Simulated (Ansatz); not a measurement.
The system is PBr.

```xyz
4
Lattice="4.9386 0.0000 0.0000 -2.0624 5.1945 0.0000 -0.6968 -0.6538 6.2333" Properties=species:S:1:pos:R:3 pbc="T T T"
Br    1.3556    4.2827    1.5132
Br    0.8238    0.2581    4.7201
P     1.6933    2.1829    3.9386
P     0.4861    2.3578    2.2946
```

The cell comes from a database or a generator and needn't be the stable form of this composition.

```yaml
Program: Ansatz 0.2.0
Task: single point
Functional: PBE
Potentials_or_basis: Ansatz PAW
Cutoff: "420 eV (not typed: the program's choice for these potentials)"
k_mesh: 6 × 5 × 5
Occupations: fermi-dirac, width 0.05 eV
Spin: no spin polarisation
```

On this cell: pressure 0.2 GPa; largest force 0.079 eV/Å; band gap on the k mesh 1.49 eV, direct.

The same run follows on a disturbed copy (atoms moved at random, drawn with an rms of 0.05 Å):

```xyz
4
Lattice="4.9386 0.0000 0.0000 -2.0624 5.1945 0.0000 -0.6968 -0.6538 6.2333" Properties=species:S:1:pos:R:3 pbc="T T T"
Br    1.3239    4.2737    1.5028
Br    0.8091    0.2502    4.7309
P     1.6911    2.1741    3.9448
P     0.4892    2.3381    2.3296
```

Task: What changes?

Result: The energy moves by +2.5 meV/atom; pressure 0.4 GPa; largest force 0.672 eV/Å; band gap on the k mesh 1.59 eV, direct.

Forces on the atoms (eV/Å):
```
Br  -0.012 -0.190  0.057
Br   0.012  0.109 -0.003
P    0.389 -0.058  0.477
P   -0.388  0.138 -0.531
```

Stress tensor (GPa, compression positive):
```
 0.52 -0.16  0.74
-0.16 -0.10  0.19
 0.74  0.19  0.80
```

Caveats: odd divisions of the mesh miss points on the zone boundary, where band edges often lie, so the gap on the mesh can be too wide.

A k mesh can miss the band edges.
